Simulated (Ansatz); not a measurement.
# Nd2AlO: the cost of one run

Method: DFT PBE, scalar-relativistic, plane waves, PAW; 4f electrons in the core of a trivalent norm-conserving potential, in Ansatz 0.2.0.

## Step 1: The system as given

Symmetry: P4/mmm, No. 123, tetragonal system. The conventional cell has a = 4.175 Å, b = 4.175 Å, c = 4.440 Å, α = 90.00°, β = 90.00°, γ = 90.00°. Nd (site symmetry mmm) has 4 Nd at 2.95 Å and 4 Al at 3.05 Å and 4 O at 3.05 Å as nearest neighbours. Al (site symmetry 4/mmm) is surrounded by 4 O at 2.95 Å and 8 Nd at 3.05 Å. O (site symmetry 4/mmm) has 4 Al at 2.95 Å and 8 Nd at 3.05 Å as nearest neighbours.

Structure file:

```xyz
4
Lattice="4.1748 0.0000 0.0000 0.0000 4.1748 0.0000 0.0000 0.0000 4.4405" Properties=species:S:1:pos:R:3 pbc="T T T"
Nd    2.0874    0.0000    2.2202
Nd    0.0000    2.0874    2.2202
Al    2.0874    2.0874    0.0000
O     0.0000    0.0000    0.0000
```

Recipe of the guess: species swapped into a database cell of ErIn2Sn (P4/mmm, No. 123), with O on the Er sites, Nd on the In sites and Al on the Sn sites. Lengths come from tabulated atomic sizes and are only a guess.

## Step 2: A first look at the guess

Contents of input.yaml:

```yaml
crystal:
  lattice:
    - [4.17478814, 0.0, 0.0]
    - [0.0, 4.17478814, 0.0]
    - [0.0, 0.0, 4.44046751]
  atoms:
    - { symbol: Nd, position: [0.5, 0.0, 0.5] }
    - { symbol: Nd, position: [0.0, 0.5, 0.5] }
    - { symbol: Al, position: [0.5, 0.5, 0.0] }
    - { symbol: O, position: [0.0, 0.0, 0.0] }
basis:
  ecutwfc: 660
kpoints:
  mp_grid: { grid: [4, 4, 4] }
hamiltonian:
  xc: pbe
  pseudopotentials:
    kind: paw
    azcp: { Nd: "pseudopotentials/pbe/nc/lanthanide_3plus/Nd.nc.azcp" }
scf:
  occupations: { method: gaussian, width: 0.1 }
  lower_state_search: "off"
output:
  forces: true
  stress: true
  eigenvalues: true
```

Run with:

```sh
> ansatz run input.yaml --threads 1 --pin off --max-ram 2560MiB --backend cpu --events-out ev --progress --plain --runs-dir out
```

What time and memory should one allow on 1 thread of Intel Xeon Platinum 8488C (Sapphire Rapids), shared host?

About 4.4 s, with a peak of 0.4 GiB.
